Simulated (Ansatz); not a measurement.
Working through energies of removing a hydrogen of BClFH3OSi, SMILES FB(Cl)O[SiH3]

With Ansatz 0.2.0, Python API.

The cells in order, each with its output:

```python
import ansatz
```

```python
def total_energy(molecule, charge=0, unpaired=0):
    calc = (
        molecule.calculation()
        .basis(gaussian='def2-SVP')
        .functional('CAM-B3LYP')
    )
    if charge:
        calc = calc.charge(charge)
    if unpaired:
        calc = calc.spin('collinear', total=unpaired)
    report = calc.run(threads=1, backend='cpu').report
    if report['published_state_doubts']:
        print('  doubts:', report['published_state_doubts'])
    return report['free_energy_ev']
```

```python
def without(molecule, index):
    rest = ansatz.Crystal.molecule()
    for i, site in enumerate(molecule.cartesian_sites):
        if i != index:
            rest = rest.atom(site.symbol, site.position_ang)
    return rest
```

```python
mol = (
    ansatz.Crystal.molecule()
    .atom('F', [-1.6044, -0.3397, -1.6991])
    .atom('B', [-1.2633, -0.5399, -0.3423])
    .atom('Cl', [-2.5308, -0.336, 0.9982])
    .atom('O', [0.136, -1.0811, -0.0527])
    .atom('Si', [1.0922, 0.2566, 0.1901])
    .atom('H', [0.6087, 1.0743, 1.3484])
    .atom('H', [2.4756, -0.2103, 0.5098])
    .atom('H', [1.1781, 1.1189, -1.0082])
)
```

```python
whole = total_energy(mol, 0)
hydrogen = total_energy(ansatz.Crystal.molecule().atom('H', (0, 0, 0)), 0, 1)
print(f'E(molecule) = {whole:.5f} eV, E(H) = {hydrogen:.5f} eV')
for index in [7]:
    radical = total_energy(without(mol, index), 0, 1)
    print(f'H{index}: homolysis {96.485332 * (radical + hydrogen - whole):.1f} kJ/mol')
    anion = total_energy(without(mol, index), -1)
    print(f'H{index}: loss of a proton {96.485332 * (anion - whole):.1f} kJ/mol')
```

    E(molecule) = -25881.28145 eV, E(H) = -13.54842 eV
    H7: homolysis 397.2 kJ/mol
    H7: loss of a proton 1635.6 kJ/mol

Total energies depend on the basis set; only differences at equal settings carry meaning. The geometry is a force-field or estimated start, not a minimum of this method, and the basis set is short of its limit. All parts are taken at fixed geometry, without zero-point energy. Anions want diffuse functions, which this basis lacks. It ran for 13 s on 1 thread of Arm Neoverse V1 (shared host), peak memory 0.33 GiB.

(Lines on the test bed's own set-up are left out of the output.)
